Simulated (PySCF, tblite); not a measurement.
# C₃H₁₆Si₄: infrared bands, NMR shifts, electronic excitations and K edges in gas and solvents

Aim: compute the infrared bands, NMR shifts, electronic excitations and K edges of C₃H₁₆Si₄ (`CCC[SiH2][SiH2][SiH2][SiH3]`), and see what a dielectric continuum does where one was used.

The runs use tblite 0.8.0 and PySCF 2.14.0, with density-fitted response routines of our own; the level of theory stands in each step. All values are computed, except where a source is named. Atoms count from 0, in the outputs and in this text.

### Step 1. Starting geometry

23 atoms, charge 0, multiplicity 1; geometry from: force field or distance geometry start.

Bonds of the start (Å): C0–C1 1.51, C1–C2 1.53, C2–Si3 1.86, Si3–Si4 2.29, Si4–Si5 2.29, Si5–Si6 2.29, C0–H7 1.09, C0–H8 1.09, C0–H9 1.11, C1–H10 1.11, C1–H11 1.09, C2–H12 1.10, C2–H13 1.10, Si3–H14 1.49, Si3–H15 1.49, Si4–H16 1.49, Si4–H17 1.49, Si5–H18 1.50, Si5–H19 1.49, Si6–H20 1.48, Si6–H21 1.49, Si6–H22 1.50.

### Step 2. Geometry optimisation with GFN2-xTB

The job: settings as JSON, then the geometry in Å.

```
{"job": {"kind": "relax", "xc": "GFN2-xTB", "basis": "xTB"}, "charge": 0, "multiplicity": 1}
C     -4.175800    -0.845600     0.374000
C     -2.853200    -0.296900     0.851400
C     -1.778500    -0.356800    -0.240300
Si    -0.099700     0.297700     0.236400
Si     1.331100     0.110800    -1.541500
Si     3.344800     1.006300    -0.934000
Si     4.158700    -0.254800     0.801800
H     -4.086300    -1.881400     0.060800
H     -4.556200    -0.260100    -0.468500
H     -4.930800    -0.798000     1.182400
H     -2.524300    -0.889200     1.727500
H     -2.990400     0.727400     1.208400
H     -2.148500     0.226000    -1.095300
H     -1.674900    -1.390900    -0.586700
H      0.427100    -0.495600     1.385700
H     -0.205400     1.710800     0.685900
H      1.490100    -1.312000    -1.940900
H      0.770800     0.844200    -2.716800
H      3.182300     2.434200    -0.517500
H      4.299900     0.975900    -2.078400
H      4.248900    -1.680000     0.409400
H      3.251000    -0.154200     1.980300
H      5.514700     0.219700     1.226200
```

On the command line:

```console
OMP_NUM_THREADS=1 python probes_run.py task.json out
```

One launch serves the whole session: the jobs run in the order shown.

The program printed:

```text
step      E/eV     max force
  0    -583.62214    0.936
  1    -583.67977    0.379
  2    -583.70109    0.240
  3    -583.71148    0.222
  4    -583.72389    0.293
  5    -583.73480    0.310
  6    -583.74291    0.239
  7    -583.74994    0.228
  8    -583.75766    0.276
  9    -583.76363    0.209
 10    -583.76679    0.113
 11    -583.76829    0.094
 12    -583.76948    0.092
 13    -583.77080    0.107
 14    -583.77205    0.088
 15    -583.77317    0.077
 16    -583.77426    0.094
 17    -583.77541    0.089
 18    -583.77654    0.089
 19    -583.77758    0.097
 20    -583.77867    0.091
 21    -583.77998    0.087
 22    -583.78151    0.086
 23    -583.78300    0.078
 24    -583.78422    0.081
 25    -583.78522    0.079
 26    -583.78617    0.069
 27    -583.78708    0.065
 28    -583.78801    0.059
 29    -583.78896    0.064
 30    -583.78994    0.068
 31    -583.79100    0.070
 32    -583.79216    0.067
 33    -583.79343    0.081
 34    -583.79470    0.094
 35    -583.79568    0.064
 36    -583.79626    0.046
 37    -583.79662    0.043
 38    -583.79693    0.048
 39    -583.79728    0.047
 40    -583.79766    0.040
 41    -583.79798    0.038
 42    -583.79821    0.028
 43    -583.79840    0.027
 44    -583.79859    0.040
 45    -583.79882    0.048
 46    -583.79904    0.039
 47    -583.79923    0.033
 48    -583.79939    0.028
 49    -583.79955    0.029
 50    -583.79973    0.031
 51    -583.79990    0.031
 52    -583.80007    0.033
 53    -583.80023    0.027
 54    -583.80040    0.033
 55    -583.80054    0.027
 56    -583.80062    0.017
 57    -583.80068    0.013
 58    -583.80073    0.016
 59    -583.80078    0.018
 60    -583.80085    0.020
 61    -583.80091    0.018
 62    -583.80099    0.021
 63    -583.80108    0.024
 64    -583.80117    0.023
 65    -583.80126    0.024
 66    -583.80133    0.020
 67    -583.80139    0.017
 68    -583.80146    0.020
 69    -583.80153    0.021
 70    -583.80159    0.017
 71    -583.80164    0.012
 72    -583.80167    0.012
 73    -583.80170    0.013
 74    -583.80172    0.010
 75    -583.80174    0.009
```

It took 1.5 s on 1 thread of Arm Neoverse N1, shared host; peak memory 0.18 GiB.

Along the way: (not every step is listed)

```tsv
step	energy from step 0 (eV)	largest force (eV/Å)
0	0.0000	0.9359
1	-0.0576	0.3790
2	-0.0790	0.2396
3	-0.0893	0.2218
4	-0.1018	0.2932
5	-0.1127	0.3103
6	-0.1208	0.2385
7	-0.1278	0.2275
8	-0.1355	0.2761
14	-0.1499	0.0883
20	-0.1565	0.0912
26	-0.1640	0.0687
32	-0.1700	0.0672
38	-0.1748	0.0481
44	-0.1765	0.0401
50	-0.1776	0.0307
56	-0.1785	0.0173
62	-0.1789	0.0207
68	-0.1793	0.0200
70	-0.1795	0.0170
71	-0.1795	0.0120
72	-0.1795	0.0118
73	-0.1796	0.0127
74	-0.1796	0.0102
75	-0.1796	0.0094
```

Close pairs (by a distance rule), those that changed most:

```tsv
bond	before (Å)	after (Å)	change (Å)
C2–Si3	1.864	1.905	+0.041
Si4–Si5	2.286	2.322	+0.036
Si6–H22	1.498	1.464	-0.034
Si3–Si4	2.290	2.317	+0.027
Si6–H21	1.491	1.466	-0.025
Si5–H18	1.496	1.474	-0.023
Si4–H17	1.494	1.473	-0.022
Si3–H14	1.493	1.472	-0.020
```

The end geometry stands in the next job.

### Step 3. Infrared spectrum with GFN2-xTB

The job: settings as JSON, then the geometry in Å.

```
{"job": {"kind": "ir", "xc": "GFN2-xTB", "basis": "xTB"}, "charge": 0, "multiplicity": 1}
C     -4.292303    -0.866741     0.417685
C     -2.932085    -0.322395     0.838959
C     -1.913683    -0.374884    -0.296104
Si    -0.203116     0.303629     0.196529
Si     1.335594     0.210945    -1.533317
Si     3.464017     0.916883    -0.928942
Si     4.408093    -0.224398     0.845216
H     -4.207064    -1.904557     0.101234
H     -4.693944    -0.288381    -0.412191
H     -4.998959    -0.817336     1.243434
H     -2.558998    -0.901065     1.687152
H     -3.046664     0.711035     1.173914
H     -2.300447     0.191154    -1.146808
H     -1.814963    -1.408272    -0.636381
H      0.256502    -0.468100     1.363058
H     -0.405739     1.676666     0.685763
H      1.423682    -1.164925    -2.054769
H      0.843370     0.962275    -2.700346
H      3.394060     2.351217    -0.597924
H      4.387449     0.895893    -2.075641
H      4.545300    -1.654746     0.557252
H      3.565264    -0.123800     2.040315
H      5.739879     0.237451     1.241990
```

The program printed:

```text
mode    cm-1     km/mol
  1     -11.6      0.01
  2      16.0      0.00
  3      33.7      0.01
  4      46.9      0.10
  5      49.2      0.27
  6      80.7      0.62
  7      96.1      0.07
  8     124.7      1.43
  9     209.6      2.16
 10     231.7      0.10
 11     308.1     38.42
 12     326.8     12.92
 13     340.8      8.18
 14     389.3      9.87
 15     398.1     16.48
 16     429.5     11.64
 17     444.8      6.54
 18     464.3     12.84
 19     510.5     11.98
 20     539.0      7.89
 21     561.0      8.88
 22     573.4     11.86
 23     577.3   1113.23
 24     645.4    244.73
 25     704.5    114.91
 26     735.1     24.15
 27     755.5      4.56
 28     787.0    531.29
 29     809.4    315.99
 30     819.2    140.10
 31     829.5    118.97
 32     837.5    209.70
 33     841.0      4.96
 34     850.4    109.69
 35     951.2      6.90
 36    1012.3     13.89
 37    1077.7     10.83
 38    1113.9     41.44
 39    1229.7      0.08
 40    1249.3      5.02
 41    1287.4      0.38
 42    1353.2      9.34
 43    1415.0      0.89
 44    1487.9      0.43
 45    1499.4      0.36
 46    1504.9      3.14
 47    1507.4      0.79
 48    2132.6      6.45
 49    2145.3    189.48
 50    2149.3    235.13
 51    2153.8    117.65
 52    2171.1    672.88
 53    2182.2    286.00
 54    2227.5    437.14
 55    2231.5    438.34
 56    2240.9    215.44
 57    2950.9     10.07
 58    2965.5     75.78
 59    2970.7     22.76
 60    2978.7     37.03
 61    3024.6     56.23
 62    3026.2     58.73
 63    3032.2     36.98
```

Wall time 2.4 s (1 thread of Arm Neoverse N1, shared host); peak memory 0.18 GiB.

The strongest bands and the atoms that carry them (share of the mass-weighted mode):

```tsv
cm⁻¹	km/mol	atoms
577	1113.2	H17 22 %, H19 21 %, H16 20 %
645	244.7	H18 37 %, H16 21 %, H19 14 %
787	531.3	H21 27 %, H20 26 %, H22 26 %
809	316.0	H14 41 %, H15 41 %
2171	672.9	H14 64 %, H15 16 %, H17 12 %
2182	286.0	H15 71 %, H14 18 %
2228	437.1	H21 90 %
2232	438.3	H20 84 %
```

### Step 4. Geometry optimisation at PBE0-D3(BJ)/def2-SVP

The job: settings as JSON, then the geometry in Å.

```
{"job": {"xc": "PBE0", "basis": "def2-SVP", "d3": "d3bj", "grid": 1, "shake": 0.01, "kind": "geom"}, "charge": 0, "multiplicity": 1}
C     -4.271890    -0.892300     0.421870
C     -2.937760    -0.326920     0.836800
C     -1.933880    -0.377200    -0.304760
Si    -0.169890     0.305890     0.193000
Si     1.332780     0.204260    -1.543870
Si     3.460110     0.921700    -0.931330
Si     4.417670    -0.226400     0.845460
H     -4.191610    -1.899110     0.096180
H     -4.695770    -0.282980    -0.392840
H     -5.001660    -0.819770     1.253460
H     -2.567860    -0.903980     1.695980
H     -3.040860     0.711950     1.180620
H     -2.328730     0.201370    -1.156400
H     -1.831650    -1.405510    -0.629380
H      0.252050    -0.478860     1.363320
H     -0.406270     1.690720     0.693240
H      1.425620    -1.153810    -2.056820
H      0.834110     0.968120    -2.694520
H      3.391910     2.343390    -0.595630
H      4.362510     0.902790    -2.070730
H      4.528910    -1.654130     0.547610
H      3.572840    -0.144140     2.031170
H      5.746970     0.249020     1.220410
```

The program printed:

```text
step   0  E = -1280.83322103  max force = 0.035021
step   1  E = -1280.84355867  max force = 0.007595
step   2  E = -1280.84416301  max force = 0.001920
step   3  E = -1280.84431735  max force = 0.001080
step   4  E = -1280.84438638  max force = 0.001177
step   5  E = -1280.84440966  max force = 0.000542
step   6  E = -1280.84441809  max force = 0.000278
optimisation converged
```

Run time: 4.1 min. Hardware: 1 thread of Arm Neoverse N1, shared host; peak memory 0.9 GiB.

Relaxation path:

```tsv
step	energy from step 0 (eV)	largest force component (eV/Å)
0	0.0000	1.8009
1	-0.2813	0.3906
2	-0.2977	0.0987
3	-0.3019	0.0555
4	-0.3038	0.0605
5	-0.3045	0.0279
6	-0.3047	0.0143
```

Distances of close pairs at the start and the end, largest changes first:

```tsv
bond	before (Å)	after (Å)	change (Å)
C2–Si3	1.956	1.890	-0.066
Si3–Si4	2.299	2.346	+0.047
Si4–H16	1.455	1.500	+0.045
Si5–H19	1.454	1.498	+0.044
C0–H7	1.061	1.102	+0.041
Si6–H21	1.458	1.496	+0.037
Si5–H18	1.462	1.498	+0.036
Si6–H22	1.461	1.496	+0.035
```

The final coordinates are the input of the step that follows.

```tsv
at the end point	value
point group (found at 0.08 Å tolerance)	C1
rotational constants (GHz, main isotopes)	2.467, 0.374, 0.340
dipole moment (D)	1.19
```

### Step 5. NMR shieldings: PBE0/pcSseg-1

The job: settings as JSON, then the geometry in Å.

```
{"job": {"kind": "nmr", "xc": "PBE0", "basis": "pcSseg-1"}, "charge": 0, "multiplicity": 1}
C     -4.466910    -0.844312     0.397079
C     -3.086719    -0.374705     0.832045
C     -2.051512    -0.427113    -0.291095
Si    -0.314192     0.115380     0.219165
Si     1.207460     0.015437    -1.563700
Si     3.293936     0.807705    -0.844175
Si     3.974542    -0.463192     1.006440
H     -4.437768    -1.885250     0.036287
H     -4.858824    -0.221856    -0.423266
H     -5.189992    -0.797899     1.225944
H     -2.739709    -0.988214     1.681885
H     -3.154270     0.656905     1.219456
H     -2.370467     0.209027    -1.136207
H     -1.978395    -1.451457    -0.698637
H      0.202657    -0.764976     1.317428
H     -0.337449     1.518044     0.747887
H      1.364757    -1.406960    -2.011761
H      0.708460     0.814388    -2.729621
H      3.165045     2.242827    -0.433696
H      4.318675     0.718222    -1.932951
H      4.046397    -1.908357     0.626478
H      2.975534    -0.310666     2.109062
H      5.314970    -0.029330     1.508208
```

Level: GIAO PBE0/pcSseg-1 NMR shielding, non-relativistic, gas phase.

The program printed:

```text
coarse grid: 19680 points
cycle   1  E = -1281.1391106843  dE = -1.576e-01  |g| = 3.696e-01  |ddm| = 4.049e+00
cycle   2  E = -1281.1251549850  dE =  1.396e-02  |g| = 4.340e-01  |ddm| = 7.321e-01
cycle   3  E = -1281.1757195672  dE = -5.056e-02  |g| = 3.843e-02  |ddm| = 4.446e-01
cycle   4  E = -1281.1760478100  dE = -3.282e-04  |g| = 1.565e-02  |ddm| = 5.440e-02
cycle   5  E = -1281.1761061644  dE = -5.835e-05  |g| = 4.540e-03  |ddm| = 1.672e-02
cycle   6  E = -1281.1761108213  dE = -4.657e-06  |g| = 5.945e-04  |ddm| = 3.805e-03
final grid: 167280 points
cycle   7  E = -1281.2159229786  dE = -2.764e-05  |g| = 7.008e-03  |ddm| = 2.396e-02
cycle   8  E = -1281.2159162229  dE =  6.756e-06  |g| = 8.550e-03  |ddm| = 1.374e-02
cycle   9  E = -1281.2159354007  dE = -1.918e-05  |g| = 5.128e-04  |ddm| = 7.736e-03
cycle  10  E = -1281.2159354517  dE = -5.105e-08  |g| = 1.741e-04  |ddm| = 7.038e-04
cycle  11  E = -1281.2159354600  dE = -8.285e-09  |g| = 3.437e-05  |ddm| = 1.911e-04
cycle  12  E = -1281.2159354603  dE = -2.481e-10  |g| = 1.066e-05  |ddm| = 4.483e-05
converged SCF energy = -1281.2159354603

GIAO shielding tensors (ppm)
atom      isotropic    diamagn.    paramagn.     s11        s22        s33       span
  0 C      163.922     241.644     -77.722    149.085    156.818    185.863     36.778
  1 C      159.408     246.331     -86.923    148.003    156.844    173.376     25.373
  2 C      169.395     257.773     -88.378    158.199    159.222    190.763     32.564
  3 Si     415.456     884.248    -468.793    381.520    392.200    472.647     91.128
  4 Si     466.534     883.201    -416.667    459.649    468.485    471.468     11.818
  5 Si     467.859     881.680    -413.821    459.080    468.987    475.509     16.429
  6 Si     457.028     880.096    -423.068    451.356    455.622    464.106     12.750
  7 H       30.301      26.714       3.587     26.287     28.642     35.973      9.686
  8 H       30.292      26.508       3.784     26.297     28.549     36.030      9.733
  9 H       29.952      24.244       5.709     25.167     27.080     37.610     12.443
 10 H       29.927      31.528      -1.601     24.199     30.798     34.785     10.586
 11 H       29.918      31.293      -1.375     24.299     30.595     34.859     10.560
 12 H       30.658      35.016      -4.359     25.339     31.320     35.314      9.974
 13 H       30.694      35.304      -4.609     25.423     31.436     35.224      9.801
 14 H       27.344      33.125      -5.781     22.653     27.799     31.580      8.927
 15 H       27.459      32.661      -5.202     23.351     27.518     31.508      8.157
 16 H       27.892      31.534      -3.642     24.519     26.199     32.957      8.438
 17 H       27.741      31.025      -3.283     23.721     26.032     33.471      9.750
 18 H       27.827      30.033      -2.205     24.496     25.724     33.262      8.765
 19 H       27.663      29.103      -1.440     23.897     25.090     34.003     10.106
 20 H       27.744      29.130      -1.386     24.445     26.102     32.684      8.239
 21 H       27.672      29.814      -2.143     23.563     27.421     32.031      8.469
 22 H       27.573      27.804      -0.231     24.039     24.898     33.782      9.743
```

It took 1.8 min on 1 thread of Arm Neoverse N1, shared host; peak memory 1.1 GiB.

The references, computed at this level on geometries of the same kind, shield at (ppm): ¹H TMS 31.27, ¹³C TMS 184.4, ²⁹Si TMS 352.0. Their shielding less the atom's gives the shift. The references are single molecules in the gas phase. Atoms listed in one row are averaged.

```tsv
atoms	environment	σ (ppm)	δ (ppm)	δ scaled to CDCl3
C1	sp3 CH2	159.4	25.0	23.8
C0	methyl carbon	163.9	20.5	19.4
C2	sp3 CH2 bonded to Si	169.4	15.0	14.1
H14, H15	hydrogen on a silicon bonded to C, Si	27.40	3.87	–
H20, H21, H22	hydrogen on a silicon bonded to Si	27.66	3.60	–
H18, H19	hydrogen on a silicon bonded to 2 Si	27.75	3.52	–
H16, H17	hydrogen on a silicon bonded to 2 Si	27.82	3.45	–
H10, H11	hydrogen on an sp3 CH2	29.92	1.34	1.49
H7, H8, H9	hydrogen on a methyl carbon	30.18	1.09	1.24
H12, H13	hydrogen on an sp3 CH2 bonded to Si	30.68	0.59	0.78
Si3	silicon bonded to C, Si, 2 H	415.5	-63.5	–
Si6	silicon bonded to Si, 3 H	457.0	-105.0	–
Si4	silicon bonded to 2 Si, 2 H	466.5	-114.5	–
Si5	silicon bonded to 2 Si, 2 H	467.9	-115.9	–
```

The scaled column applies a straight-line fit of computed shieldings to shifts measured in CDCl3 (root-mean-square error 0.21 ppm for H, 2.0 ppm for C).

Charges from the same density, by scheme (e):

```tsv
atoms	Mulliken	IAO	Hirshfeld	ESP fit
C0	-0.27	-0.41	-0.11	-0.41
C1	-0.28	-0.23	-0.06	0.28
C2	-0.54	-0.52	-0.15	-0.20
Si3	0.37	0.46	0.24	0.22
Si4	0.00	0.13	0.14	0.08
Si5	0.00	0.15	0.14	0.12
Si6	0.20	0.28	0.21	0.19
```

Mayer bond orders: C0–C1 1.06, C1–C2 1.02, C2–Si3 0.92, Si3–Si4 0.89, Si4–Si5 0.89, Si5–Si6 0.89.

Orbitals, density, ELF and potential are computed afterwards from the orbital file.

Frontier orbitals at PBE0/pcSseg-1, with the share of their density that lies nearest to each atom:

```tsv
orbital	energy (eV)	lies on
HOMO	-7.73	Si4 27 %; Si3, Si5 about 17 % each; C2 8 %
LUMO	-0.12	Si4, Si5 about 13 % each; H19 14 %; Si3 11 %
```

ELF in a plane through or near 12 of the atoms.

Ten even steps from '0' (0.00) to '9' (1.00):
```
0000000000000000000000000000
0000000000000000000000000000
0000000000045100000000000000
0000000000599900000000000000
0000164000899910000000000000
0000899412799900163000000000
0002999857213500899005600000
0001899239271821899039940000
0000164219728947565059940000
0000037546468218337464710000
0000049983025137787676751000
0004751152007853144477995000
0049994547009992089815995000
0059992299609991099900760000
0019993899802970069700000000
0002621599600000000000000000
0000000044000000000000000000
0000000000000000000000000000
0000000000000000000000000000
0000000000000000000000000000
```
The map spans 16.0 Å across and 10.9 Å up, centred on the molecule. Atoms in the plane (x, y in Å): C0 (4.3, -0.2), C2 (1.9, 0.4), Si6 (-4.1, -1.3), H8 (4.6, 0.8), H9 (5.1, -0.9), H10 (2.7, -1.6), H12 (2.1, 1.4), H14 (-0.3, -1.4), H17 (-1.1, 2.9), H19 (-4.7, 1.8), H21 (-3.0, -2.3), H22 (-5.4, -1.8).

On the surface of density 0.002 e/bohr³ the electrostatic potential runs, from the 1st to the 99th percentile, from -0.07 to 0.83 V.

[end of part 1 of 2]
